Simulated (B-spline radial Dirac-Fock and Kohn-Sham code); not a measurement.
**Pd⁺: core levels and X-ray properties**

What does theory give for palladium as Pd⁺? The session works out its X-ray form factor and Compton profile and the binding energy of each subshell.

The numbers are computed with B-spline radial Dirac-Fock and Kohn-Sham code (version 2): a free atom or ion on a radial basis; each step names its model.

## Step 1: The atom as given

The Pd⁺ ion in the configuration [Kr] 4d9.

| Quantity | Value |
| --- | --- |
| nuclear charge | 46 |
| electrons | 45 |
| mass number | 106 |
| nuclear rms radius | 4.5318 fm |

Outer shells as boxes (Hund's rule, for the drawing alone; heavy ions are jj-coupled, and the calculation averages over the configuration):

```
[Kr] core
4d [↑↓][↑↓][↑↓][↑↓][↑ ]
```

## Step 2: Form factor and Compton profile

Model: Dirac-Fock average of configuration, finite nucleus; form factor of the spherical density, Waller-Hartree incoherent function, impulse-approximation Compton profiles.

The run's settings:

```ini
task = scatter
Z = 46
charge = 1
configuration = 1s2 2s2 2p6 3s2 3p6 3d10 4s2 4p6 4d9
mass_number = 106
rms_radius = 4.5318  # fm
s = [0.0, 0.05, 0.1, 0.15, 0.2, 0.25, 0.3, 0.35, 0.4, 0.45, 0.5, 0.6, 0.7, 0.8, 0.9, 1.0, 1.1, 1.2, 1.4, 1.6, 1.8, 2.0, 2.5, 3.0, 3.5, 4.0, 5.0, 6.0]  # 1/A
pz = [0, 0.1, 0.14, 0.21, 0.3, 0.43, 0.62, 0.89, 1.3, 1.8, 2.6, 3.8, 5.5, 7.9, 11.0, 16.0, 23.0, 34.0, 48.0, 70.0, 100.0]  # a.u.
photon_energy = [1000, 2000, 5000, 8047.8, 17479.3, 100000, 500000, 1000000]  # eV
```

Main fields of the result record, rounded:

```text
status: converged
form_factor [e]: [45.0, 44.364, 42.605, 40.083, 37.208, 34.305, 31.582, 29.142, 27.017, 25.196, 23.648, 21.191, 19.302, 17.714, 16.271, 14.9, 13.59, 12.353, 10.185, 8.5032, 7.2913, 6.4508, 5.2465, 4.4631, 3.742, 3.0832, 2.1098, 1.5752]
incoherent: [-4.2135e-12, 0.73213, 2.5693, 4.8012, 6.9396, 8.8601, 10.619, 12.287, 13.895, 15.443, 16.917, 19.577, 21.809, 23.65, 25.197, 26.543, 27.752, 28.86, 30.834, 32.526, 33.971, 35.204, 37.575, 39.255, 40.491, 41.403, 42.565, 43.221]
compton_total [1/a.u.]: [6.5091, 6.5033, 6.4977, 6.4831, 6.4547, 6.3907, 6.2297, 5.8206, 4.8645, 3.6259, 2.3201, 1.559, 1.0737, 0.61896, 0.32808, 0.14579, 0.058541, 0.019366, 0.0064414, 0.0015737, 0.00034311]
shells: ["1s1/2", "2s1/2", "2p1/2", "2p3/2", "3s1/2", "3p1/2", "3p3/2", "3d3/2", "3d5/2", "4s1/2", "4p1/2", "4p3/2", "4d3/2", "4d5/2"]
occupation: [2.0, 2.0, 2.0, 4.0, 2.0, 2.0, 4.0, 4.0, 6.0, 2.0, 2.0, 4.0, 3.6, 5.4]
mean_momentum [a.u.]: [41.517, 14.571, 19.546, 18.745, 6.8906, 8.2267, 7.9936, 9.4303, 9.341, 2.9301, 3.1848, 3.0924, 2.7505, 2.7065]
r2 [bohr^2]: 35.238
r_inverse [1/bohr]: 265.52
r1 [bohr]: 28.798
coherent [b]: [1299.0, 1179.0, 775.76, 532.34, 236.26, 15.622, 0.76931, 0.19636]
incoherent_cross_section [b]: [0.60757, 1.9583, 5.9221, 9.1267, 14.796, 19.957, 12.852, 9.4604]
radial_jk:
  4d: {"j0": [1.0, 0.95493, 0.83365, 0.66939, 0.49736, 0.34256, 0.21709, 0.12335, 0.058282, 0.016596, -0.0073448, -0.021376, -0.0134, 0.00017783, 0.011939, 0.019518, 0.02296, 0.023226, 0.018513, 0.011869, 0.0062387, 0.0023454, -0.001602, -0.0018437, -0.0012868, -0.00076611, -0.00021801, -4.8207e-05], "j2": [0.0, 0.017811, 0.063447, 0.11905, 0.16746, 0.19895, 0.21146, 0.20771, 0.19228, 0.16977, 0.14401, 0.093046, 0.051811, 0.023455, 0.0066212, -0.0015886, -0.0041173, -0.0033554, 0.0018194, 0.0067146, 0.0094348, 0.010186, 0.0078764, 0.0046872, 0.002498, 0.0012471, 0.00025709, 2.4279e-05], "j4": [0.0, 0.00015837, 0.002213, 0.0090729, 0.021904, 0.039193, 0.057965, 0.075339, 0.089337, 0.09901, 0.10422, 0.103, 0.091017, 0.073894, 0.055836, 0.039411, 0.025853, 0.015494, 0.0032987, -0.00092729, -0.001009, 0.00050594, 0.004214, 0.0052224, 0.0046375, 0.0036092, 0.0018735, 0.00091441], "r2": 2.5151, "r4": 12.832, "r6": 120.58}
```

Form factor and incoherent function, every second point:

```tsv
s (1/Å)	f (e)	f / N	S(s)
0	45.00	1.000	0
0.100	42.60	0.947	2.569
0.200	37.21	0.827	6.940
0.300	31.58	0.702	10.62
0.400	27.02	0.600	13.89
0.500	23.65	0.526	16.92
0.700	19.30	0.429	21.81
0.900	16.27	0.362	25.20
1.10	13.59	0.302	27.75
1.40	10.18	0.226	30.83
1.80	7.291	0.162	33.97
2.50	5.246	0.117	37.57
3.50	3.742	0.083	40.49
5.00	2.110	0.047	42.57
```

## Step 3: Core and valence levels

Model: Dirac-Fock average of configuration, Delta-SCF, finite nucleus, first-order Breit with its frequency dependence, self-energy and vacuum polarisation.

The run's settings:

```ini
task = binding
```

Main fields of the result record, rounded:

```text
status: converged
shells: ["K", "L1", "L2", "L3", "M1", "M2", "M3", "M4", "M5", "N1", "N2", "N3", "N4,5"]
total_energy_parts [Ha]: [-5044.16368, 3.68962253, -0.371795338, -0.0274866421, 2.48796607, -0.298632944]
koopmans [eV]: [24504.8, 3670.51, 3394.39, 3234.14, 707.085, 596.804, 567.944, 374.451, 368.767, 116.485, 80.2864, 75.5869, 20.625]
dirac_coulomb [eV]: [24441.7, 3636.65, 3357.38, 3198.08, 692.841, 582.213, 553.74, 359.148, "-", 112.318, 76.6437, 72.1729, 18.6378]
gaunt [eV]: [-52.6764, -4.53154, -8.23645, -5.89541, -0.578891, -1.15998, -0.743465, -0.269672, "-", -0.0809891, -0.153615, -0.0859748, 0.00859808]
retardation [eV]: [3.71895, 0.268996, 0.914989, 0.913865, 0.0216387, 0.126698, 0.126356, 0.0111299, "-", 0.00291136, 0.0174749, 0.0173771, -0.00138574]
breit_frequency [eV]: [0.330034, -0.0350089, -0.00162581, 0.143446, -0.00807949, -0.00511082, 0.0232252, -0.00409013, "-", -0.00135869, -0.000938942, 0.00359048, -0.000247352]
self_energy [eV]: [-27.9436, -3.32398, 0.268924, -0.0421456, -0.642522, 0.0481308, -0.00639122, 0.0559966, "-", -0.114418, 0.00671844, -0.00197799, 0.00274707]
vacuum_polarisation [eV]: [3.46001, 0.381624, -0.0144417, -0.0226245, 0.0714707, -0.00325383, -0.00494773, -0.0044576, "-", 0.0127276, -0.000373768, -0.000646949, -0.000242992]
binding [eV]: [24368.6, 3629.41, 3350.31, 3193.17, 691.705, 581.219, 553.134, 358.937, "-", 112.137, 76.513, 72.1052, 18.6473]
mean_radius [bohr]: [0.0318443, 0.137735, 0.117232, 0.122157, 0.376891, 0.369709, 0.38007, 0.354642, 0.358058, 0.954183, 1.02888, 1.05782, 1.44866]
```

total_energy_parts: Dirac-Coulomb, Gaunt, retardation, frequency dependence, self-energy, vacuum polarisation. Blank entries are hole states that did not converge, or in which two open shells of one symmetry are about equally filled, where the average of configuration falls too low.

The binding energies by parts, in eV; the parts add up.

```tsv
level	-ε	relaxation	Breit	QED	binding
K	24504.8	-63.07	-48.63	-24.48	24368.6
L1	3670.5	-33.86	-4.30	-2.94	3629.4
L2	3394.4	-37.01	-7.32	0.25	3350.3
L3	3234.1	-36.07	-4.84	-0.06	3193.2
M1	707.1	-14.24	-0.57	-0.57	691.7
M2	596.8	-14.59	-1.04	0.04	581.2
M3	567.9	-14.20	-0.59	-0.01	553.1
M4	374.5	-15.30	-0.26	0.05	358.9
N1	116.5	-4.17	-0.08	-0.10	112.1
N2	80.29	-3.64	-0.14	0.01	76.51
N3	75.59	-3.41	-0.07	0.00	72.11
N4,5	20.62	-1.99	0.01	0.00	18.65
```

Line energies follow by subtraction:

```tsv
line	energy (eV)
Kβ2' (K-N3)	24296.5
Kβ2'' (K-N2)	24292.1
Kβ1 (K-M3)	23815.5
Kβ3 (K-M2)	23787.4
Kα1 (K-L3)	21175.5
Kα2 (K-L2)	21018.3
Lγ3 (L1-N3)	3557.3
Lγ2 (L1-N2)	3552.9
Lγ5 (L2-N1)	3238.2
Lβ6 (L3-N1)	3081.0
Lβ3 (L1-M3)	3076.3
Lβ4 (L1-M2)	3048.2
Lβ1 (L2-M4)	2991.4
Lα2 (L3-M4)	2834.2
```

## Step 4: Outcome

| quantity | value |
| --- | --- |
| rms radius of the electron cloud | 0.885 bohr |
| form factor halves at | 0.55 1/Å |
| Compton profile at zero | 6.509 1/a.u. |
| deepest level listed, K (1s) | 24368.6 eV |
| least bound, N4,5 (4d) | 18.65 eV |
| Kα1 | 21175.5 eV |
| ionisation energy, NIST (semi-empirical) | 19.4300 eV |

What this shows: The form factor starts at the 45 electrons and halves by s = 0.55 1/Å. Incoherent scattering outweighs coherent from 100 keV on, among the energies asked. The K (1s) level lies 63.1 eV under Koopmans' value by relaxation alone; Breit gives -48.63 and QED -24.48 eV. NIST's ionisation energy differs by +0.78 eV from the least binding energy; the calculation averages open shells over their j components and terms. The Hartree-Fock and Dirac-Fock values hold no electron correlation.
